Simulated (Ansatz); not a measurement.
# LaSb: the cost of one run

Program: Ansatz 0.2.0. Level of theory: reference: DFT, HSE06, plane waves, PAW. These are calculated values, not measurements.

1 further run of the same task is left out (it didn't finish).

### 1 The system as given

It takes space group P6_3/mmc (No. 194, hexagonal). The conventional cell has a = 4.581 Å, b = 4.581 Å, c = 8.031 Å, α = 90.00°, β = 90.00°, γ = 120.00°. La (site symmetry -3m) is surrounded by 6 Sb at 3.32 Å. Sb (site symmetry -6m2) has 6 La at 3.32 Å as nearest neighbours.

Structure file:

```
La Sb
1.0
     4.58119    0.00000    0.00000
    -2.29060    3.96743    0.00000
     0.00000    0.00000    8.03123
La Sb
2 2
Direct
  0.00000 0.00000 0.00000
  0.00000 0.00000 0.50000
  0.33333 0.66667 0.25000
  0.66667 0.33333 0.75000
```

### 2 The reference run

File input.yaml:

```yaml
crystal:
  lattice:
    - [4.5811943518, 0.0, 0.0]
    - [-2.2905971759, 3.9674306883, 0.0]
    - [0.0, 0.0, 8.0312327661]
  atoms:
    - { symbol: La, position: [0.0, 0.0, 0.0] }
    - { symbol: La, position: [0.0, 0.0, 0.5] }
    - { symbol: Sb, position: [0.3333333333, 0.6666666667, 0.25] }
    - { symbol: Sb, position: [0.6666666667, 0.3333333333, 0.75] }
kpoints:
  mp_grid: { grid: [6, 6, 2] }
hamiltonian:
  xc: hse06
scf:
  occupations: { method: fermi_dirac, width: 0.02 }
  n_extra_bands: 5
output:
  forces: true
  stress: true
  eigenvalues: true
```

Launch:

```bash
$ ansatz run input.yaml --threads 4 --pin off --max-ram 3686MiB --backend cpu --events-out ev --progress --plain --runs-dir out
```

Q: Estimate wall time and peak memory on 4 threads of Arm Neoverse N1, shared host.

About 91 s, with a peak of 2.7 GiB.
